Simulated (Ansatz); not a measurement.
AlGeH6NSi, SMILES [SiH3][Al]1[NH][GeH2]1, a single point in a Gaussian basis

Program: Ansatz 0.2.0, Python API.

Contents of `algeh6nsi.xyz`:
```text
10

Si   -1.45880    1.26180   -1.34710
Al   -0.29300   -0.20050   -0.00970
N     0.78850   -1.72530    0.16800
Ge    1.66380   -0.57400    1.45910
H    -2.59770    0.58030   -2.04840
H    -2.06680    2.39150   -0.51950
H    -0.58500    1.89520   -2.36330
H     0.29700   -2.41820    0.69680
H     1.32170   -1.09620    2.93660
H     3.01340   -0.16570    1.03040
```

`energy_algeh6nsi.py`
```python
# -*- coding: utf-8 -*-
"""Electronic structure of the AlGeH6NSi molecule."""

import sys
import warnings

import ansatz as az

BASIS_SET = "def2-SVP"
XC = "pbe"

warnings.simplefilter("ignore", az.DeckWarning)

molecule = az.Crystal.molecule_from_extxyz("algeh6nsi.xyz")

calc = (
    molecule.calculation()
    .basis(gaussian=BASIS_SET)
    .functional(XC)
    .scf(lower_state_search="off")
)
try:
    r = calc.run().report
except az.AnsatzError as error:
    sys.exit(f"{type(error).__name__}: {error}")

print(f"E = {r['free_energy_ev']:.6f} eV = {r['free_energy_ev'] / 27.211386246:.7f} Ha")
print("converged:", r["converged"], " doubts:", r["published_state_doubts"] or "none")

field = r["mean_field"]
print("<S^2> =", round(abs(field["state"]["spin_squared"]), 4), " relativity:", field["relativity"])
print("passes:", field["passes"])
if "symmetry" in field:
    print("occupied orbitals by irrep:", field["symmetry"]["occupied"])
```

Output of `python energy_algeh6nsi.py`:
```text
E = -72547.851333 eV = -2666.0843618 Ha
converged: True  doubts: none
<S^2> = 0.0  relativity: none
passes: {'evaluations': 18, 'products': 0}
occupied orbitals by irrep: [{'A': 36}, {'A': 36}]
```

Notes:
- These settings explore the input space; basis and method may be short of convergence.
- The geometry is a force-field or estimated start, not a minimum of this method, and the basis set is short of its limit.
- It ran for 2.8 s on 1 thread of Intel(R) Xeon(R) Platinum 8259CL CPU @ 2.50GHz (Skylake/Cascade Lake), with other jobs on the host, peak memory 0.2 GiB.

(A comment or docstring line of the script was reworded after the run, the code is as it ran; lines on the test bed's own set-up are left out of the output.)
